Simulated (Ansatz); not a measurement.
# C₂H₆O₄W: up Jacob's ladder to CCSD(T), part 2 of 2

Ansatz 0.2.0, Gaussian basis; functionals in def2-TZVPP, the program's frozen cores in correlated methods. The steps go on from the part before.

## (14) CAM-B3LYP-D4 (range-separated)

Contents of in.yaml:

```yaml
crystal:
  periodic: [false, false, false]
  atoms:
    - {symbol: C, position_ang: [0.423635, -2.615532, 1.289088]}
    - {symbol: O, position_ang: [0.220908, -1.508938, 0.445545]}
    - {symbol: W, position_ang: [-0.024626, 0.334770, 0.513468]}
    - {symbol: O, position_ang: [-1.421289, 0.713719, 1.423612]}
    - {symbol: O, position_ang: [1.294915, 1.078872, 1.305693]}
    - {symbol: O, position_ang: [-0.188344, 0.989551, -1.221083]}
    - {symbol: C, position_ang: [-0.389701, 2.193373, -1.919300]}
    - {symbol: H, position_ang: [-0.426742, -2.739474, 1.964627]}
    - {symbol: H, position_ang: [1.337020, -2.485170, 1.875279]}
    - {symbol: H, position_ang: [0.520770, -3.508139, 0.668099]}
    - {symbol: H, position_ang: [-1.341469, 2.646536, -1.630064]}
    - {symbol: H, position_ang: [-0.408435, 1.972027, -2.988161]}
    - {symbol: H, position_ang: [0.423659, 2.893705, -1.712302]}
basis:
  gaussian: {orbitals: def2-TZVPP}
hamiltonian: {xc: {name: CAM-B3LYP}, dispersion: d4}
output: {orbitals: {seedname: orbitals}}
```

The run is started by

```bash
> ansatz run in.yaml --threads 2 --pin off --events-out ev --progress --plain --max-ram 22528MiB --backend cuda --devices 0, --max-vram 18GiB
```

Output, cut to the lines that bear on the results:

```text
Functional definition: CAM-B3LYP
  name "CAM-B3LYP"
  cite "Yanai, Tew & Handy, Chem. Phys. Lett. 393, 51 (2004) doi:10.1016/j.cplett.2004.06.011"
  cite "Iikura, Tsuneda, Yanai & Hirao, J. Chem. Phys. 115, 3540 (2001) doi:10.1063/1.1383587"
  cite "Becke, Phys. Rev. A 38, 3098 (1988) doi:10.1103/PhysRevA.38.3098"
  cite "Lee, Yang & Parr, Phys. Rev. B 37, 785 (1988) doi:10.1103/PhysRevB.37.785"
  cite "Vosko, Wilk & Nusair, Can. J. Phys. 58, 1200 (1980) doi:10.1139/p80-159"
[...]
  # Exact exchange under (alpha + beta erf(omega r))/r, Becke's under what is left of 1/r.
[...]
1685 factors; their error is unknown
404 factors; integrals over basis functions are off by at most 9.8e-6 eV
[...]
mean field -12190.15575686 eV, -447.9799612804 hartree, gradient 2.4e-5 eV, S^2 0.000000; 0 other end points of the search recorded, 0 dependent functions left out
reference -12190.15591799 eV, -447.9799672019 hartree; 32, 32 occupied and 294, 294 virtual orbitals, 1685 factors
Total energy: -12190.41081735 eV, -447.9893345805 hartree
```

It took 2.8 s on 1 × H100 (card shared with other runs) with 2 threads of AMD EPYC 7R13, shared host; peak host memory 0.9 GiB.

HOMO -9.91 eV, LUMO -0.21 eV.

## (15) LC-ωPBE (range-separated)

in.yaml, as its differences from that of step 14:

```diff
@@ -18,3 +18,3 @@
   gaussian: {orbitals: def2-TZVPP}
-hamiltonian: {xc: {name: CAM-B3LYP}, dispersion: d4}
+hamiltonian: {xc: {name: LC-wPBE}}
 output: {orbitals: {seedname: orbitals}}
```

Launched as before.

Output, cut to the lines that bear on the results:

```text
Functional definition: LC-wPBE
  name "LC-wPBE"
  cite "Vydrov & Scuseria, J. Chem. Phys. 125, 234109 (2006) doi:10.1063/1.2409292"
  cite "Heyd & Scuseria, J. Chem. Phys. 120, 7274 (2004) doi:10.1063/1.1668634"
  cite "Ernzerhof & Perdew, J. Chem. Phys. 109, 3313 (1998) doi:10.1063/1.476928"
  cite "Perdew, Burke & Ernzerhof, Phys. Rev. Lett. 77, 3865 (1996) doi:10.1103/PhysRevLett.77.3865"
  parent pbe
[...]
1653 factors; their error is unknown
505 factors; integrals over basis functions are off by at most 2.0e-5 eV
[...]
mean field -12189.34407546 eV, -447.9501325390 hartree, gradient 7.2e-5 eV, S^2 0.000000; 0 other end points of the search recorded, 0 dependent functions left out
reference -12189.34407547 eV, -447.9501325393 hartree; 32, 32 occupied and 294, 294 virtual orbitals, 1653 factors
Total energy: -12189.34407547 eV, -447.9501325393 hartree
```

Wall time 2.6 s (1 × H100 (card shared with other runs) with 2 threads of AMD EPYC 7R13, shared host); peak host memory 0.9 GiB.

HOMO -11.22 eV, LUMO 1.01 eV.

## (16) ωB97X-V (range-separated)

in.yaml, as its differences from that of step 15:

```diff
@@ -18,3 +18,3 @@
   gaussian: {orbitals: def2-TZVPP}
-hamiltonian: {xc: {name: LC-wPBE}}
+hamiltonian: {xc: {name: wB97X-V}}
 output: {orbitals: {seedname: orbitals}}
```

Launched as before.

Output, cut to the lines that bear on the results:

```text
Functional definition: wB97X-V
  name "wB97X-V"
  cite "Mardirossian & Head-Gordon, Phys. Chem. Chem. Phys. 16, 9904 (2014) doi:10.1039/C3CP54374A"
  cite "Becke, J. Chem. Phys. 107, 8554 (1997) doi:10.1063/1.475007"
  cite "Vydrov & Van Voorhis, J. Chem. Phys. 133, 244103 (2010) doi:10.1063/1.3521275"
[...]
      + integral(e_c_pw_opposite_spin*poly(b97_u_opposite, cos0, cos1)) + vv10(b, c)
1670 factors; their error is unknown
386 factors; integrals over basis functions are off by at most 1.0e-5 eV
[...]
mean field -12190.77841622 eV, -448.0028435896 hartree, gradient 2.3e-5 eV, S^2 0.000000; 0 other end points of the search recorded, 0 dependent functions left out
reference -12190.77841364 eV, -448.0028434948 hartree; 32, 32 occupied and 294, 294 virtual orbitals, 1670 factors
Total energy: -12190.77841364 eV, -448.0028434948 hartree
```

Run time: 5.5 s. Hardware: 1 × H100 (card shared with other runs) with 2 threads of AMD EPYC 7R13, shared host; peak host memory 0.98 GiB.

HOMO -10.89 eV, LUMO 0.90 eV.

## (17) ωB97M-V (range-separated)

in.yaml, as its differences from that of step 16:

```diff
@@ -18,3 +18,3 @@
   gaussian: {orbitals: def2-TZVPP}
-hamiltonian: {xc: {name: wB97X-V}}
-output: {orbitals: {seedname: orbitals}}
+hamiltonian: {xc: {name: wB97M-V}}
+output: {forces: true, orbitals: {seedname: orbitals}}
```

Launched as before.

Output, cut to the lines that bear on the results:

```text
Functional definition: wB97M-V
  name "wB97M-V"
  cite "Mardirossian & Head-Gordon, J. Chem. Phys. 144, 214110 (2016) doi:10.1063/1.4952647"
  cite "Becke, J. Chem. Phys. 107, 8554 (1997) doi:10.1063/1.475007"
  cite "Vydrov & Van Voorhis, J. Chem. Phys. 133, 244103 (2010) doi:10.1063/1.3521275"
  # Of w^i u^j: cxij and so on, Table III.
[...]
  gx(w, u) = 1 - cx + cx01*u + cx10*w
  gss(w, u) = css00 + css04*u^4 + css10*w + css20*w^2 + css43*w^4*u^3
  gos(w, u) = cos00 + cos10*w + (cos20 + cos21*u)*w^2 + (cos60 + cos61*u)*w^6
[...]
      + integral(e_c_pw_mod_opposite_spin*gos(b97_w_opposite, b97_u_opposite)) + vv10(b, c)
1658 factors; their error is unknown
386 factors; integrals over basis functions are off by at most 1.0e-5 eV
[...]
Atom 3 at    -1.421289     0.713719     1.423612 Å, force     0.222450    -0.080436    -0.175712 eV/Å
Atom 4 at     1.294915     1.078872     1.305693 Å, force    -0.207148    -0.138764    -0.156455 eV/Å
Atom 5 at    -0.188344     0.989551    -1.221083 Å, force     0.042323    -0.247145     0.161616 eV/Å
Atom 6 at    -0.389701     2.193373    -1.919300 Å, force    -0.057342     0.328665    -0.248758 eV/Å
Atom 7 at    -0.426742    -2.739474     1.964627 Å, force     0.079989     0.017135    -0.063254 eV/Å
Atom 8 at     1.337020    -2.485170     1.875279 Å, force    -0.087119    -0.006544    -0.054785 eV/Å
Atom 9 at     0.520770    -3.508139     0.668099 Å, force    -0.007672     0.079546     0.073340 eV/Å
Atom 10 at    -1.341469     2.646536    -1.630064 Å, force     0.090484    -0.044458    -0.021807 eV/Å
Atom 11 at    -0.408435     1.972027    -2.988161 Å, force    -0.000429     0.036220     0.102238 eV/Å
Atom 12 at     0.423659     2.893705    -1.712302 Å, force    -0.076771    -0.067746    -0.014283 eV/Å
Dipole moment:     0.026634    -0.354805    -0.538304 e Å
```

Wall time 6.5 s (1 × H100 (card shared with other runs) with 2 threads of AMD EPYC 7R13, shared host); peak host memory 1 GiB.

HOMO -10.84 eV, LUMO 0.82 eV.

## (18) B2PLYP (double hybrid)

in.yaml, as its differences from that of step 17:

```diff
@@ -18,3 +18,2 @@
   gaussian: {orbitals: def2-TZVPP}
-hamiltonian: {xc: {name: wB97M-V}}
-output: {forces: true, orbitals: {seedname: orbitals}}
+hamiltonian: {xc: {name: B2PLYP}}
```

Same command.

Output, cut to the lines that bear on the results:

```text
Functional definition: B2PLYP
  name "B2PLYP"
  cite "Grimme, J. Chem. Phys. 124, 034108 (2006) doi:10.1063/1.2148954"
  cite "Becke, Phys. Rev. A 38, 3098 (1988) doi:10.1103/PhysRevA.38.3098"
  cite "Lee, Yang & Parr, Phys. Rev. B 37, 785 (1988) doi:10.1103/PhysRevB.37.785"
[...]
2047 factors; integrals over basis functions are off by at most 9.8e-4 eV
[...]
mean field -12168.96806569 eV, -447.2013279914 hartree, gradient 9.4e-6 eV, S^2 0.000000; 0 other end points of the search recorded, 0 dependent functions left out
6 core orbitals not correlated: weight in the atoms' cores, before any rotation towards them, 1.000 or more for the frozen orbitals, at most 0.000 for the correlated occupied ones
reference -12168.96827123 eV, -447.2013355449 hartree; 26, 26 occupied and 294, 294 virtual orbitals, 2047 factors
second order -60.87556632 eV of doubles, -0.00000000 eV of singles
Total energy: -12185.40467414 eV, -447.8053622107 hartree
```

It took 5.5 s on 1 × H100 (card shared with other runs) with 2 threads of AMD EPYC 7R13, shared host; peak host memory 1.4 GiB.

## (19) PBE-QIDH (double hybrid)

in.yaml, as its differences from that of step 18:

```diff
@@ -18,2 +18,2 @@
   gaussian: {orbitals: def2-TZVPP}
-hamiltonian: {xc: {name: B2PLYP}}
+hamiltonian: {xc: {name: PBE-QIDH}}
```

Same command.

Output, cut to the lines that bear on the results:

```text
Functional definition: PBE-QIDH
  name "PBE-QIDH"
  cite "Brémond, Sancho-García, Pérez-Jiménez & Adamo, J. Chem. Phys. 141, 031101 (2014) doi:10.1063/1.4890314"
  cite "Perdew, Burke & Ernzerhof, Phys. Rev. Lett. 77, 3865 (1996) doi:10.1103/PhysRevLett.77.3865"
[...]
2047 factors; integrals over basis functions are off by at most 9.8e-4 eV
[...]
mean field -12160.84559813 eV, -446.9028328140 hartree, gradient 8.1e-6 eV, S^2 0.000000; 0 other end points of the search recorded, 0 dependent functions left out
6 core orbitals not correlated: weight in the atoms' cores, before any rotation towards them, 1.000 or more for the frozen orbitals, at most 0.000 for the correlated occupied ones
reference -12160.84561356 eV, -446.9028333813 hartree; 26, 26 occupied and 294, 294 virtual orbitals, 2047 factors
second order -56.11437420 eV of doubles, -0.00000000 eV of singles
Total energy: -12179.55040496 eV, -447.5902217867 hartree
```

Run time: 3.8 s. Hardware: 1 × H100 (card shared with other runs) with 2 threads of AMD EPYC 7R13, shared host; peak host memory 1.4 GiB.

## (20) Orbital energies across the functionals

Dipoles come from the runs that computed forces. Levels are read from the orbital files that the runs wrote:

```
  functional  HOMO (eV)  LUMO (eV)  gap (eV)  dipole (D)   time
 LDA (SPW92)      -7.11      -2.29      4.82              2.3 s
      PBE-D4      -6.89      -2.03      4.85        3.00  2.9 s
   revPBE-D4      -6.80      -1.93      4.87              1.9 s
     BLYP-D4      -6.77      -1.95      4.83              1.9 s
   r2SCAN-D4      -7.24      -1.93      5.31        3.09  3.4 s
      B97M-V      -7.32      -1.92      5.40                4 s
     PBE0-D4      -8.48      -1.26      7.21              2.4 s
    B3LYP-D4      -8.22      -1.51      6.71        3.11  3.4 s
  r2SCANh-D4      -7.84      -1.64      6.20              3.4 s
  r2SCAN0-D4      -8.74      -1.20      7.54              3.4 s
    HSE06-D4      -8.07      -1.64      6.43              4.5 s
    BHLYP-D4     -10.00      -0.37      9.63              3.7 s
CAM-B3LYP-D4      -9.91      -0.21      9.70              2.8 s
     LC-ωPBE     -11.22       1.01     12.22              2.6 s
     ωB97X-V     -10.89       0.90     11.80              5.5 s
     ωB97M-V     -10.84       0.82     11.66        3.10  6.5 s
```

## (21) CCSD(T) in def2-SVP

in.yaml, as its differences from that of step 19:

```diff
@@ -17,3 +17,3 @@
 basis:
-  gaussian: {orbitals: def2-TZVPP}
-hamiltonian: {xc: {name: PBE-QIDH}}
+  gaussian: {orbitals: def2-SVP}
+correlation: {method: ccsd_t}
```

The command is unchanged.

Output, cut to the lines that bear on the results:

```text
Functional definition: HF
  name "HF"
  cite "Fock, Z. Phys. 61, 126 (1930) doi:10.1007/BF01340294"
  parent pbe
[...]
1428 factors; integrals over basis functions are off by at most 1.5e-3 eV
[...]
mean field -12105.64064715 eV, -444.8740882849 hartree, gradient 2.6e-6 eV, S^2 0.000000; 0 other end points of the search recorded, 0 dependent functions left out
6 core orbitals not correlated: weight in the atoms' cores, before any rotation towards them, 1.000 or more for the frozen orbitals, at most 0.000 for the correlated occupied ones
reference -12105.64064715 eV, -444.8740882849 hartree; 26, 26 occupied and 114, 114 virtual orbitals, 1428 factors
second order -38.75389754 eV of doubles, -0.00000000 eV of singles
cycle   1  -35.62513742 eV  change     3.1e0 eV  update   3.0e-1
[...]
cycle  12  -37.93123673 eV  change    2.3e-5 eV  update   8.5e-6
perturbative correction -1.64064647 eV, -0.0602926457 hartree
Total energy: -12145.21253035 eV, -446.3283281695 hartree
```

Run time: 3.7 s. Hardware: 1 × H100 (card shared with other runs) with 2 threads of AMD EPYC 7R13, shared host.

## (22) CCSD(T) in def2-TZVPP

in.yaml, as its differences from that of step 21:

```diff
@@ -17,3 +17,4 @@
 basis:
-  gaussian: {orbitals: def2-SVP}
+  gaussian: {orbitals: def2-TZVPP}
 correlation: {method: ccsd_t}
+output: {orbitals: {seedname: orbitals}}
```

The command is unchanged.

Output, cut to the lines that bear on the results:

```text
Functional definition: HF
  name "HF"
  cite "Fock, Z. Phys. 61, 126 (1930) doi:10.1007/BF01340294"
  parent pbe
[...]
2047 factors; integrals over basis functions are off by at most 9.8e-4 eV
[...]
mean field -12119.35554427 eV, -445.3781014577 hartree, gradient 4.3e-6 eV, S^2 0.000000; 0 other end points of the search recorded, 0 dependent functions left out
6 core orbitals not correlated: weight in the atoms' cores, before any rotation towards them, 1.000 or more for the frozen orbitals, at most 0.000 for the correlated occupied ones
reference -12119.35554427 eV, -445.3781014577 hartree; 26, 26 occupied and 294, 294 virtual orbitals, 2047 factors
second order -49.30997045 eV of doubles, -0.00000000 eV of singles
cycle   1  -45.47387318 eV  change     3.8e0 eV  update   3.1e-1
[...]
cycle  12  -48.04286957 eV  change    3.4e-5 eV  update   1.2e-5
perturbative correction -2.50498794 eV, -0.0920566088 hartree
Total energy: -12169.90340178 eV, -447.2357009586 hartree
```

Wall time 22 s (1 × H100 (card shared with other runs) with 2 threads of AMD EPYC 7R13, shared host); peak host memory 0.89 GiB.

## (23) MP2 in def2-QZVPP

in.yaml, as its differences from that of step 22:

```diff
@@ -17,4 +17,3 @@
 basis:
-  gaussian: {orbitals: def2-TZVPP}
-correlation: {method: ccsd_t}
-output: {orbitals: {seedname: orbitals}}
+  gaussian: {orbitals: "def2-QZVPP.json"}
+correlation: {method: mp2}
```

The command is unchanged.

Output:

```text
Functional definition: HF
  name "HF"
  cite "Fock, Z. Phys. 61, 126 (1930) doi:10.1007/BF01340294"
  parent pbe
  exchange = exact_x
  correlation = 0
3696 factors; integrals over basis functions are off by at most 1.1e-3 eV
mean field evaluation 1: about -12106.3432 eV, gradient 8.6e1 eV
mean field evaluation 2: about -12106.5894 eV, gradient 8.7e1 eV
mean field evaluation 4: about -12119.5542 eV, gradient 1.2e1 eV
mean field evaluation 8: about -12119.8600 eV, gradient 1.2e0 eV
mean field evaluation 16: about -12119.8635 eV, gradient 2.5e-6 eV
mean field -12119.86349232 eV, -445.3967682044 hartree, gradient 2.5e-6 eV, S^2 0.000000; 0 other end points of the search recorded, 0 dependent functions left out
6 core orbitals not correlated: weight in the atoms' cores, before any rotation towards them, 1.000 or more for the frozen orbitals, at most 0.000 for the correlated occupied ones
reference -12119.86349232 eV, -445.3967682044 hartree; 26, 26 occupied and 571, 571 virtual orbitals, 3696 factors
second order -53.53748024 eV of doubles, -0.00000000 eV of singles
Total energy: -12173.40097257 eV, -447.3642343143 hartree
```

It took 4.7 s on 1 × H100 (card shared with other runs) with 2 threads of AMD EPYC 7R13, shared host; peak host memory 1.2 GiB.

Energy pieces by basis (eV):

```
     basis           HF  MP2 correlation  CCSD correlation      (T)              total
  def2-SVP  -12105.6406         -38.7539          -37.9312  -1.6406        -12145.2125
def2-TZVPP  -12119.3555         -49.3100          -48.0429  -2.5050        -12169.9034
def2-QZVPP  -12119.8635         -53.5375                             -12173.4010 (MP2)
```

The report of the def2-TZVPP run gives T1 = 0.0209.

## (24) The basis-set limit

No new run: Hartree-Fock is extrapolated as exp(−7.88√X) and correlation as X^−2.97, with X = 3 and 4; only MP2 was run in the larger set, so CCSD(T) minus MP2 is added from the smaller one.

```
  level  energy at the limit (eV)
     HF               -12119.9335
    MP2               -12176.6024
   CCSD               -12175.3353
CCSD(T)               -12177.8403
```

## (25) RPA on PBE orbitals

in.yaml, as its differences from that of step 23:

```diff
@@ -17,3 +17,4 @@
 basis:
-  gaussian: {orbitals: "def2-QZVPP.json"}
-correlation: {method: mp2}
+  gaussian: {orbitals: def2-TZVPP}
+hamiltonian: {xc: pbe}
+correlation: {method: rpa}
```

Launched as before.

Output, cut to the lines that bear on the results:

```text
Functional definition: PBE
  name "PBE"
  cite "Perdew, Burke & Ernzerhof, Phys. Rev. Lett. 77, 3865 (1996) doi:10.1103/PhysRevLett.77.3865"
  parent pbe
[...]
2047 factors; integrals over basis functions are off by at most 9.8e-4 eV
[...]
mean field -12185.59114168 eV, -447.8122147666 hartree, gradient 6.4e-7 eV, S^2 0.000000; 2 other end points of the search recorded, 0 dependent functions left out
6 core orbitals not correlated: weight in the atoms' cores, before any rotation towards them, 1.000 or more for the frozen orbitals, at most 0.000 for the correlated occupied ones
reference -12116.18314677 eV, -445.2615179998 hartree; 26, 26 occupied and 294, 294 virtual orbitals, 2047 factors
Total energy: -12188.96215175 eV, -447.9360971014 hartree
```

Run time: 8 s. Hardware: 1 × H100 (card shared with other runs) with 2 threads of AMD EPYC 7R13, shared host; peak host memory 1.5 GiB.

RPA correlation: -72.779 eV.

## (26) Outcome

The summary covers parts 1 to 2.

| quantity | value |
| --- | --- |
| CCSD(T) correlation energy, def2-TZVPP | -50.548 eV |
| gap, smallest and largest | 4.82 eV (LDA (SPW92)), 12.22 eV (LC-ωPBE) |
| T1 diagnostic | 0.0209 |
| triples share of the correlation energy | 5.0 % |

In words: In def2-TZVPP MP2 gives 98 % of the CCSD(T) correlation energy. The gap grows from 4.8 to 12.2 eV across the functionals, mostly with the share of exact exchange. T1 = 0.021 passes the customary mark of 0.02 by a little. Correlated methods include outer-core shells of W, which these sets cover unevenly.

The functionals cost 1.9 s to 6.5 s; CCSD(T) went from 3.7 s (146 functions) to 22 s (326).
